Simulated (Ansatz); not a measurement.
# C: stress in a strained cell

Aim: deform C (equal xx and yy strain of -1 %) and compute stress, forces and field gradients with LAPW, PAW and all-electron datasets made for the crystal.

Method: DFT LDA, scalar-relativistic, in Ansatz 0.2.0.

## Step 1: Starting point

Symmetry: Fd-3m, No. 227, cubic system. Conventional cell: a = 3.567 Å, b = 3.567 Å, c = 3.567 Å, α = 90.00°, β = 90.00°, γ = 90.00°. C (site symmetry -43m) is surrounded by 4 C at 1.54 Å.

Coordinates:

```cif
data_structure
_symmetry_space_group_name_H-M 'Fd-3m:1'
_symmetry_Int_Tables_number 227
_cell_length_a 3.5668
_cell_length_b 3.5668
_cell_length_c 3.5668
_cell_angle_alpha 90.000
_cell_angle_beta 90.000
_cell_angle_gamma 90.000
_cell_volume 45.38
loop_
_atom_site_label
_atom_site_type_symbol
_atom_site_symmetry_multiplicity
_atom_site_Wyckoff_symbol
_atom_site_fract_x
_atom_site_fract_y
_atom_site_fract_z
_atom_site_occupancy
C1 C 8 a 0.50000 0.00000 0.50000 1
```

The file gives the conventional cell by its symmetry; the runs use the cell typed in the input.

Atoms are numbered in the order of the input: C1, C2.

## Step 2: The deformed structure

Space group Fd-3m before, I4_1/amd after.

## Step 3: All-electron LAPW

File input.yaml:

```yaml
crystal:
  lattice:
    - [0.0, 1.765566, 1.7834]
    - [1.765566, 0.0, 1.7834]
    - [1.765566, 1.765566, 0.0]
  atoms:
    - { symbol: C, position: [0.5, 0.5, 0.5] }
    - { symbol: C, position: [0.75, 0.75, 0.75] }
kpoints:
  mp_grid: { grid: [16, 16, 16] }
  band_path:
    path:
      - [0.0, 0.0, 0.0]
      - [0.0, 0.5, 0.5]
      - [0.25, 0.75, 0.5]
      - [0.0, 0.5, 0.0]
      - [0.0, 0.0, 0.0]
      - [0.5, 0.5, 0.0]
      - [0.3725125, 0.6274875, 0.0]
      - [-0.3725125, 0.3725125, 0.0]
      - [0.0, 0.0, 0.0]
    npoints: 5
scf:
  occupations: { method: fermi_dirac, width: 0.03 }
hamiltonian:
  xc: lda
  pseudopotentials: { kind: all_electron, lapw: { basis_error: 0.00025 } }
output:
  forces: true
  stress: true
  eigenvalues: true
```

The run is started by

```
$ ansatz run input.yaml --threads 1 --pin off --max-ram 3072MiB --backend cpu --events-out ev --progress --plain --runs-dir out
```

The program printed (excerpt; [...] marks lines left out):

```text
LAPW: plane waves up to 11.925 Å⁻¹, error target 2.5e-4 eV per atom; small_component_spin mean_spin; C in spheres of 0.767 Å, 6 of its electrons in bands, Dirac shells []
[...]
Pseudopotentials: kind: all_electron
Pseudopotential: C, LAPW, valence charge 6, Koelling and Harmon's equation, gaussian nucleus
Functional definition: SPW92
[...]
Crystal: 2 atoms, lattice volume = 11.119 Å³
Basis set: ecut = 541.8197853032501 eV, 331 PW (Γ), exchange–correlation at level 2
Bands: 10, of which v1, the nominal top of the filled ones, is band 6 counted from 1 (5 counted from 0)
Symmetry: 16 space group operations
Space group: I41/amd (ITA 141), of the structure as read, at distance tolerance 2.2e-5 Å
k-points: 349 of 4096
[...]
SCF iter   1: F=—  HF=-2058.716752 eV  |F-HF|=—  |Δ(HF+E_count)|=         —  Δρ=1.43e-1  dr2=1.63e0  ethr=1.36e-2  ⟨swp⟩=2.0  Hψ=25800  notcnv=0
[...]
SCF iter   5: F=-2057.909813 eV  HF=-2057.909813 eV  |F-HF|=6.79e-10  |Δ(HF+E_count)|=   2.49e-7  Δρ=1.72e-5  dr2=1.09e-8  ethr=2.58e-8  ⟨swp⟩=2.1  Hψ=7719  notcnv=0
[...]
NSCF: frozen V_eff on 41 k-points
SCF converged after 5 iterations
Free energy (F): -2057.909813 eV
[...]
E sigma→0 (E₀):  -2057.909813 eV
Fermi energy:    15.795645 eV
[...]
--- Forces (eV/Å), atoms counted from 1 ---
  atom   1  C      0.00000000    -0.00000000     0.00000000
  atom   2  C      0.00000000    -0.00000000     0.00000000
[...]
--- Stress (GPa, compression-positive) ---
       -1.042973       0.000000       0.000000
        0.000000      -1.042973       0.000000
        0.000000       0.000000     -10.661909
  P = ⅓ Tr σ = -4.2493 GPa (-42.493 kbar)
--- Band table (eV; the first three rows and the last of 349) ---
  k-point 0: bands = ["-249.1082", "-249.0944", "-7.8402", "13.6409", "13.7961", "13.7961", "19.3070", "19.3070", "19.4306", "27.7428"]
[...]
```

It took 13 s on 1 thread of Intel Xeon 6975P-C (Granite Rapids), shared host; peak memory 0.53 GiB.

This run gives: pressure -4.25 GPa; gap 4.02 eV.

## Step 4: PAW with frozen cores

File input.yaml:

```yaml
crystal:
  lattice:
    - [0.0, 1.765566, 1.7834]
    - [1.765566, 0.0, 1.7834]
    - [1.765566, 1.765566, 0.0]
  atoms:
    - { symbol: C, position: [0.5, 0.5, 0.5] }
    - { symbol: C, position: [0.75, 0.75, 0.75] }
kpoints:
  mp_grid: { grid: [16, 16, 16] }
scf:
  occupations: { method: fermi_dirac, width: 0.03 }
hamiltonian:
  xc: lda
  pseudopotentials: { kind: paw }
output:
  forces: true
  stress: true
  eigenvalues: true
  efg: { contact_densities: true }
```

The run is started by

```
$ ansatz run input.yaml --threads 1 --pin off --max-ram 3072MiB --backend cpu --events-out ev --progress --plain --runs-dir out
```

The program printed (excerpt; [...] marks lines left out):

```text
[...]
Pseudopotentials: kind: paw
Pseudopotential: C, paw, valence charge 4, recommended cutoff 420 eV (normal)
[... 1 set-up line as earlier in the session ...]
[...]
Crystal: 2 atoms, lattice volume = 11.119 Å³
Basis set: ecut = 420 eV, 197 PW (Γ)
Bands: 8, of which v1, the nominal top of the filled ones, is band 4 counted from 1 (3 counted from 0)
[... 2 set-up lines as earlier in the session ...]
k-points: 349 of 4096
[...]
SCF iter   1: F=—  HF=-485.982212 eV  |F-HF|=—  |Δ(HF+E_count)|=         —  Δρ=7.38e-3  dr2=2.19e-3  ethr=1.77e-3  ⟨swp⟩=4.8  Hψ=18106  notcnv=0
[...]
SCF iter   6: F=-485.981578 eV  HF=-485.981578 eV  |F-HF|=1.53e-12  |Δ(HF+E_count)|=   2.27e-9  Δρ=8.83e-7  dr2=1.70e-11  ethr=6.38e-11  ⟨swp⟩=1.3  Hψ=8437  notcnv=0
[...]
SCF converged after 6 iterations
Free energy (F): -485.981578 eV
[...]
E sigma→0 (E₀):  -485.981578 eV
Fermi energy:    15.478095 eV
[...]
--- Forces (eV/Å), atoms counted from 1 ---
  atom   1  C      0.00000000     0.00000000     0.00000000
  atom   2  C      0.00000000     0.00000000     0.00000000
[...]
--- Stress (GPa, compression-positive) ---
       -1.174348       0.000000       0.000000
        0.000000      -1.174348      -0.000000
        0.000000       0.000000     -10.786611
  P = ⅓ Tr σ = -4.3784 GPa (-43.784 kbar)
--- PAW observables at the nuclei: V_zz in 10²¹ V/m², potentials from the cell's mean, atoms counted from 1 ---
  atom   1  C  V_zz =    +0.050861   η = 0.0000   by run symmetry: allowed
            electrostatic potential = -419.658330 V   contact ρ = 849.705743 e/Å³
  atom   2  C  V_zz =    +0.050861   η = 0.0000   by run symmetry: allowed
            electrostatic potential = -419.658330 V   contact ρ = 849.705743 e/Å³
--- Band table (eV; the first three rows and the last of 349) ---
  k-point 0: bands = ["-8.1713", "13.3217", "13.4803", "13.4803", "18.9844", "18.9844", "19.1055", "27.3798"]
[...]
```

Run time: 1.4 s. Hardware: 1 thread of Intel Xeon 6975P-C (Granite Rapids), shared host; peak memory 0.34 GiB.

Read from it: pressure -4.38 GPa; gap on the k mesh 4.02 eV; Vzz C1 0.05 (η = 0.00) (10²¹ V/m²).

## Step 5: Datasets made for this crystal

Edit input.yaml of step 4 so:

```diff
@@ -14,3 +14,3 @@
   xc: lda
-  pseudopotentials: { kind: paw }
+  pseudopotentials: { kind: all_electron, datasets: crystal }
 output:
```

The run is started by

```
$ ansatz run input.yaml --threads 1 --pin off --max-ram 3072MiB --backend cpu --events-out ev --progress --plain --runs-dir out
```

The program printed (excerpt; [...] marks lines left out):

```text
[...]
[... 1 set-up line as earlier in the session ...]
Pseudopotential: C, paw, valence charge 4, recommended cutoff 560 eV (normal), Koelling and Harmon's equation, gaussian nucleus
[... 1 set-up line as earlier in the session ...]
[...]
Crystal: 2 atoms, lattice volume = 11.119 Å³
Basis set: ecut = 560 eV, 331 PW (Γ)
Bands: 8, of which v1, the nominal top of the filled ones, is band 4 counted from 1 (3 counted from 0)
[... 2 set-up lines as earlier in the session ...]
k-points: 349 of 4096
[...]
SCF iter   1: F=—  HF=-2058.477533 eV  |F-HF|=—  |Δ(HF+E_count)|=         —  Δρ=1.55e-1  dr2=1.81e0  ethr=2.22e-2  ⟨swp⟩=2.0  Hψ=16892  notcnv=0
[...]
SCF iter   6: F=-2057.910009 eV  HF=-2057.910009 eV  |F-HF|=8.45e-9  |Δ(HF+E_count)|=   3.62e-6  Δρ=2.28e-5  dr2=4.12e-9  ethr=2.53e-9  ⟨swp⟩=3.0  Hψ=5590  notcnv=0
[...]
SCF converged after 6 iterations
[...]
  The terms above E_closure are by the made datasets' own strengths, without shells solved beside the bands.
--- Forces (eV/Å), atoms counted from 1 ---
  atom   1  C      0.00000000    -0.00000000     0.00000000
  atom   2  C     -0.00000000     0.00000000     0.00000000
[...]
--- Stress (GPa, compression-positive) ---
       -1.042578       0.000000       0.000000
        0.000000      -1.042578       0.000000
        0.000000       0.000000     -10.661653
  P = ⅓ Tr σ = -4.2489 GPa (-42.489 kbar)
--- PAW observables at the nuclei: V_zz in 10²¹ V/m², potentials from the cell's mean, atoms counted from 1 ---
  atom   1  C  V_zz =    +0.045334   η = 0.0000   by run symmetry: allowed
            electrostatic potential = -417.590259 V   contact ρ = 849.860029 e/Å³
  atom   2  C  V_zz =    +0.045334   η = 0.0000   by run symmetry: allowed
            electrostatic potential = -417.590259 V   contact ρ = 849.860029 e/Å³
--- Band table (eV; the first three rows and the last of 349) ---
  k-point 0: bands = ["-7.8403", "13.6408", "13.7960", "13.7960", "19.3069", "19.3069"]
[...]
```

Wall time 6.9 s (1 thread of Intel Xeon 6975P-C (Granite Rapids), shared host); peak memory 0.47 GiB.

Result: pressure -4.25 GPa; gap on the k mesh 4.02 eV; Vzz C1 0.05 (η = 0.00) (10²¹ V/m²).

## Step 6: Side by side

Stress (GPa, compression positive):

```csv
method,xx,yy,zz,yz,xz,xy
LAPW,-1.04,-1.04,-10.66,0.00,0.00,0.00
PAW,-1.17,-1.17,-10.79,0.00,0.00,0.00
crystal datasets,-1.04,-1.04,-10.66,0.00,0.00,0.00
```

| method | pressure (GPa) | gap on the k mesh (eV) | Vzz C1 (10²¹ V/m²) | SCF cycles, all passes |
| --- | --- | --- | --- | --- |
| LAPW | -4.25 | 4.02 | – | 5 |
| PAW | -4.38 | 4.02 | 0.05 | 6 |
| crystal datasets | -4.25 | 4.02 | 0.05 | 6 |

## Step 7: Results

```
                                 quantity                                              value
                                 pressure  LAPW -4.25, PAW -4.38, crystal datasets -4.25 GPa
largest shear or deviatoric stress (LAPW)                                           6.41 GPa
```

The largest part of the stress beyond the pressure is 6.41 GPa in size, in the zz component; the atoms are carried along and not relaxed. No run of the undeformed cell stands beside it, so the pressure holds what the given cell had before the change. PAW: stress within 0.13 GPa of LAPW. Crystal datasets: stress within 0.01 GPa of LAPW.
